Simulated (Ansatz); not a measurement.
# Cu12HF: the cost of one run

Computed with Ansatz 0.2.0 (DFT PBE, scalar-relativistic, plane waves, PAW, unless a step's input says otherwise).

10 further runs of the same task are left out: 10 set aside as unsound or not needed. Runs told in other sessions of the task aren't counted.

### Step 1. Starting point

Symmetry: Cm, No. 8, monoclinic system. The conventional cell has a = 8.889 Å, b = 5.132 Å, c = 22.122 Å, α = 90.00°, β = 90.00°, γ = 90.00°. Cu (site symmetry m) is surrounded by 9 Cu at 2.54 to 2.57 Å. Cu (site symmetry 1) has 9 Cu at 2.54 to 2.57 Å in its first shell of neighbours. Cu (site symmetry m) is surrounded by 12 Cu at 2.54 to 2.57 Å. Cu (site symmetry 1) is surrounded by 12 Cu at 2.54 to 2.57 Å. Cu (site symmetry 1) is surrounded by 1 F at 1.70 Å. Around Cu (site symmetry m) lie 9 Cu at 2.54 to 2.57 Å and 1 F at 2.54 Å. Only part of the 11 independent sites is listed.

Structure file:

```cif
data_structure
_symmetry_space_group_name_H-M 'P 1'
_symmetry_Int_Tables_number 1
_cell_length_a 5.1320
_cell_length_b 5.1320
_cell_length_c 22.1216
_cell_angle_alpha 90.000
_cell_angle_beta 90.000
_cell_angle_gamma 120.000
_cell_volume 504.56
loop_
_atom_site_label
_atom_site_type_symbol
_atom_site_fract_x
_atom_site_fract_y
_atom_site_fract_z
_atom_site_occupancy
Cu1 Cu 0.33333 0.16667 0.18082 1
Cu2 Cu 0.33333 0.66667 0.18082 1
Cu3 Cu 0.83333 0.16667 0.18082 1
Cu4 Cu 0.83333 0.66667 0.18082 1
Cu5 Cu 0.16667 0.33333 0.27397 1
Cu6 Cu 0.16667 0.83333 0.27397 1
Cu7 Cu 0.66667 0.33333 0.27397 1
Cu8 Cu 0.66667 0.83333 0.27397 1
Cu9 Cu 0.00000 0.00000 0.36713 1
Cu10 Cu 0.00000 0.50000 0.36713 1
Cu11 Cu 0.50000 0.00000 0.36713 1
Cu12 Cu 0.50000 0.50000 0.36713 1
F1 F 0.25678 0.24322 0.41776 1
H1 H 0.40989 0.09011 0.41776 1
```

This is the geometry of the first run shown, built on a cell relaxed beforehand with the same method.

### Step 2. The scan

Atoms count from 1 in the order of the input.

HF lies flat over one site of a rigid substrate while its bond length and height are varied.

The axes are (1) distance F13-H14: 8 values from 0.830 to 2.830 Å; (2) height of the HF axis above the plane of Cu9: 8 values from 0.80 to 3.60 Å.

Nothing else is relaxed. Points are written as (first, second).

### Step 3. Grid point (1.361 Å, 1.12 Å)

A dipole layer in the vacuum cancels the field that periodic copies would set up if the slab's two faces differ.

Input file input.yaml:

```yaml
crystal:
  lattice:
    - [5.1319544646, 0.0, 0.0]
    - [-2.5659772323, 4.4444029374, 0.0]
    - [0.0, 0.0, 22.1215701967]
  atoms:
    - { symbol: Cu, position: [0.3333333333, 0.1666666667, 0.1808189909] }
    - { symbol: Cu, position: [0.3333333333, 0.6666666667, 0.1808189909] }
    - { symbol: Cu, position: [0.8333333333, 0.1666666667, 0.1808189909] }
    - { symbol: Cu, position: [0.8333333333, 0.6666666667, 0.1808189909] }
    - { symbol: Cu, position: [0.1666666667, 0.3333333333, 0.2739718312] }
    - { symbol: Cu, position: [0.1666666667, 0.8333333333, 0.2739718312] }
    - { symbol: Cu, position: [0.6666666667, 0.3333333333, 0.2739718312] }
    - { symbol: Cu, position: [0.6666666667, 0.8333333333, 0.2739718312] }
    - { symbol: Cu, position: [0.0, 0.0, 0.3671335319] }
    - { symbol: Cu, position: [0.0, 0.5, 0.3671335319] }
    - { symbol: Cu, position: [0.5, 0.0, 0.3671335319] }
    - { symbol: Cu, position: [0.5, 0.5, 0.3671335319] }
    - { symbol: F, position: [0.2567763684, 0.2432236316, 0.4177628493] }
    - { symbol: H, position: [0.4098902983, 0.0901097017, 0.4177628493] }
basis:
  ecutwfc: 420
kpoints:
  mp_grid: { grid: [6, 6, 1] }
hamiltonian:
  xc: pbe
  pseudopotentials: { kind: paw, azcp: { folder: soft_1 } }
scf:
  occupations: { method: gaussian, width: 0.1 }
output:
  forces: true
  eigenvalues: true
efield:
  axis: 3
  dipole_correction: true
  ramp_width: 0.04
```

Run with:

```
$ ansatz run input.yaml --threads 4 --pin off --max-ram 12288MiB --backend cpu --events-out ev --progress --plain --runs-dir out
```

What time and memory should one allow on 4 threads of Arm Neoverse N1, shared host?

About 63 s, with a peak of 1.8 GiB.
